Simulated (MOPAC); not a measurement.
# PM7 run of CH3Cl3Ge (trichloro(methyl)germane)

Aim: a structure relaxation of CH3Cl3Ge (trichloro(methyl)germane). 

The results are computed with MOPAC 23.2.5.

9 further runs of the same task are left out: 9 set aside as unsound or not needed.

### Step 1. Starting point

CH3Cl3Ge has 8 atoms, charge 0, and is taken as a singlet. As SMILES, `[CH3][Ge]([Cl])([Cl])[Cl]`. All atoms were displaced at random from a relaxed shape. The run starts from this shape.

Bond lengths: C1–Ge2 1.928 Å, Ge2–Cl3 2.147 Å, Ge2–Cl4 2.149 Å, Ge2–Cl5 2.129 Å, C1–H6 1.098 Å, C1–H7 1.098 Å, C1–H8 1.080 Å. Some angles: C1–Ge2–Cl3 110.7°, C1–Ge2–Cl4 112.3°, C1–Ge2–Cl5 111.0°, Cl3–Ge2–Cl4 106.7°, Cl3–Ge2–Cl5 107.4°, Cl4–Ge2–Cl5 108.5°, Ge2–C1–H6 108.2°, Ge2–C1–H7 107.3°, Ge2–C1–H8 109.9°, H6–C1–H7 108.7°.

### Step 2. A geometry optimisation at PM7

Contents of input.mop:

```
PM7 DISP PRECISE BONDS EF GNORM=0.01 CYCLES=300 AUX(PRECISION=9) THREADS=1
CH3Cl3Ge, PM7
[CH3][Ge]([Cl])([Cl])[Cl]
C     -0.712109 +1    -0.195349 +1     0.833286 +1
Ge     0.528763 +1     0.145802 +1    -0.602368 +1
Cl     2.176535 +1    -1.228402 +1    -0.524361 +1
Cl    -0.379616 +1    -0.086884 +1    -2.536525 +1
Cl     1.331920 +1     2.112994 +1    -0.466942 +1
H     -1.111564 +1    -1.210437 +1     0.708522 +1
H     -1.535807 +1     0.523174 +1     0.729345 +1
H     -0.204981 +1    -0.114043 +1     1.783861 +1
```

Command:

```sh
$ mopac input.mop
```

Q: Predict the results. Wanted: total energy at the end; dipole moment; HOMO energy; LUMO energy; HOMO–LUMO gap; dispersion energy; heat of formation.

Answer, from the run:

Level: PM7.

| quantity | value |
| --- | --- |
| total energy at the end | -38.77912 Eh |
| dipole moment | 3.58 D |
| HOMO energy | -11.03 eV |
| LUMO energy | -2.17 eV |
| HOMO–LUMO gap | 8.85 eV |
| dispersion energy | -2.88 kJ/mol |
| heat of formation | -97.0 kcal/mol |

In words: At the final geometry: Bond lengths: C1–Ge2 1.854 Å, Ge2–Cl3 2.118 Å, Ge2–Cl4 2.118 Å, Ge2–Cl5 2.118 Å, C1–H6 1.098 Å, C1–H7 1.098 Å, C1–H8 1.098 Å. Some angles: C1–Ge2–Cl3 113.7°, C1–Ge2–Cl4 113.7°, C1–Ge2–Cl5 113.7°, Cl3–Ge2–Cl4 104.9°, Cl3–Ge2–Cl5 104.9°, Cl4–Ge2–Cl5 104.9°, Ge2–C1–H6 110.1°, Ge2–C1–H7 110.1°, Ge2–C1–H8 110.1°, H6–C1–H7 108.9°. The optimisation took 65 steps and changed the energy by -0.083 eV.
